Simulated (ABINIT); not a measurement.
Si:

```
Si
1.0
     0.00000    2.71550    2.71550
     2.71550    0.00000    2.71550
     2.71550    2.71550    0.00000
Si
2
Direct
  0.00000 0.00000 0.00000
  0.25000 0.25000 0.25000
```

- Program: ABINIT 10.8.3 (patched build)
- Task: relaxation of cell and atoms
- Functional: PBE
- Potentials or basis: PseudoDojo NC SR PBE v0.4.1 standard
- Cutoff: 490 eV
- k mesh: 6 × 6 × 6
- Occupations: fermi-dirac, width 0.05 eV
- Spin: no spin polarisation

At the start: pressure 2.0 GPa; volume 20.02 Å³/atom.

**Question.** How do energy, volume and symmetry change on relaxing?

**Answer.** Over 4 steps the energy falls by 2.7 meV/atom and the volume is 20.46 Å³/atom (+2.2 %); space group Fd-3m (No. 227, to 0.05 Å).

The path:
```tsv
step	energy change (eV)	largest force (eV/Å)	pressure (GPa)	volume (Å³)
1	0.0000	0.0000	2.01	40.05
2	-0.0026	0.0000	1.42	40.29
3	-0.0054	0.0000	0.04	40.90
4	-0.0054	0.0000	0.00	40.92
```

Final structure:
```yaml
crystal:
  lattice:
    - [0.00000, 2.73509, 2.73509]
    - [2.73509, 0.00000, 2.73509]
    - [2.73509, 2.73509, 0.00000]
  atoms:
    - { symbol: Si, position: [0.00000, 0.00000, 0.00000] }
    - { symbol: Si, position: [0.25000, 0.25000, 0.25000] }
```
